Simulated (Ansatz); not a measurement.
**GeCO+ (doublet): wave-function methods side by side, cc-pVTZ**

One table from this session's results is given with a row withheld; the runs are named, their logs left out.

Method: cc-pVTZ, core rule «outside noble gas», up to 16 orbitals frozen; program: Ansatz 0.2.0, Gaussian basis.

To be run: UHF; CCSD(T) on ROHF; CCSD(T) on UHF; BCCD(T) on ROHF; CCSDT(Q) on ROHF; CCSDT(Q) on UHF; CASSCF and NEVPT2, 13 electrons in 12 orbitals.

3 further runs of the same task are left out: 3 set aside as unsound or not needed.

## The geometry

The geometry is a PBE0/def2-TZVP stationary point (not a proven minimum) of the parent state, kept for this charge and spin. No spin-orbit coupling is included. The filled d shell of Ge may be among the frozen orbitals whatever the setting's name suggests; the logs give the count.

3 atoms, charge 1, spin multiplicity 2.

Atoms are counted from 1 here; the program's logs count them from 0.

Bond lengths: Ge1–C2 1.922 Å, C2–O3 1.153 Å. Angles: Ge1–C2–O3 180.0°.

Set-up of the first run:

in.yaml

```yaml
crystal:
  periodic: [false, false, false]
  atoms:
    - {symbol: Ge, position_ang: [0.000000, 0.000000, 1.665367]}
    - {symbol: C, position_ang: [0.000000, 0.000000, -0.256233]}
    - {symbol: O, position_ang: [0.000000, 0.000000, -1.409133]}
basis:
  gaussian: {orbitals: cc-pVTZ}
total_charge: 1
magnetization: {spin_polarized: true, initial_magnetization: 1}
hamiltonian: {xc: hf}
output: {orbitals: {seedname: orbitals}}
```

Launch:

```sh
> ansatz run in.yaml --threads 1 --pin off --events-out ev --progress --plain --max-ram 4096MiB --backend cpu
```

Steps of the session up to this table: UHF; CCSD(T) on ROHF; CCSD(T) on UHF; BCCD(T) on ROHF; CCSDT(Q) on ROHF; CCSDT(Q) on UHF; CASSCF and NEVPT2, 13 electrons in 12 orbitals.

One table of the session follows, with a row left open; its other results are not shown here.

```
        method  from UCCSDT(Q) (meV)
          ROHF              +12605.7
           UHF              +12492.2
          RMP2                +895.9
          UMP2                +954.1
         RCCSD                +682.8
         UCCSD                +675.9
      RCCSD(T)                 +64.4
      UCCSD(T)                     ?
       BCCD(T)                 +61.0
        RCCSDT                 +52.1
        UCCSDT                 +49.5
     RCCSDT(Q)                 +10.1
     UCCSDT(Q)                     0
CASSCF valence               +7621.1
NEVPT2 valence               +1410.4
```

Estimate the missing values for UCCSD(T).

**Answer.** from UCCSDT(Q) (meV): +65.9. In the column «from UCCSDT(Q) (meV)» it lies between RCCSD(T) (+64.4) and UCCSD (+675.9).

Limits of these values: Restricted and unrestricted rows rest on different reference determinants; where their highest levels disagree by more than a few hundredths of an eV, they describe different states and don't form one ladder.
